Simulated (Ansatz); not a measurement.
# Ge2: the cost of one run

Method: aug-cc-pVTZ, core rule «outside noble gas», up to 28 orbitals frozen; program: Ansatz 0.2.0, Gaussian basis.

The runs, in order: UHF; CCSD(T) on ROHF; CCSD(T) on UHF; BCCD(T) on ROHF; CCSDT(Q) on ROHF; CCSDT(Q) on UHF; CASSCF and MRCISD+Q, 9 electrons in 8 orbitals; CASSCF and NEVPT2, 9 electrons in 8 orbitals.

6 further runs of the same task are left out: 1 that didn't finish, 5 set aside as unsound or not needed.

## Step 1: The geometry

The geometry is a PBE0/def2-TZVPD stationary point (not a proven minimum). No spin-orbit coupling is included. The filled d shell of Ge may be among the frozen orbitals whatever the setting's name suggests; the logs give the count.

2 atoms, charge -1, spin multiplicity 2.

Atoms are counted from 1 here; the program's logs count them from 0.

Bond lengths: Ge1–Ge2 2.282 Å.

## Step 2: UHF

in.yaml

```yaml
crystal:
  periodic: [false, false, false]
  atoms:
    - {symbol: Ge, position_ang: [0.000000, 0.000000, 0.000000]}
    - {symbol: Ge, position_ang: [0.000000, 0.000000, 2.281800]}
basis:
  gaussian: {orbitals: aug-cc-pVTZ}
total_charge: -1
magnetization: {spin_polarized: true, initial_magnetization: 1}
hamiltonian: {xc: hf}
output: {orbitals: {seedname: orbitals}}
```

Run with:

```sh
> ansatz run in.yaml --threads 1 --pin off --events-out ev --progress --plain --max-ram 4096MiB --backend cpu
```

What time and memory should one allow on 1 thread of AMD EPYC 7R13, shared host?

About 45 s, with a peak of 0.35 GiB.
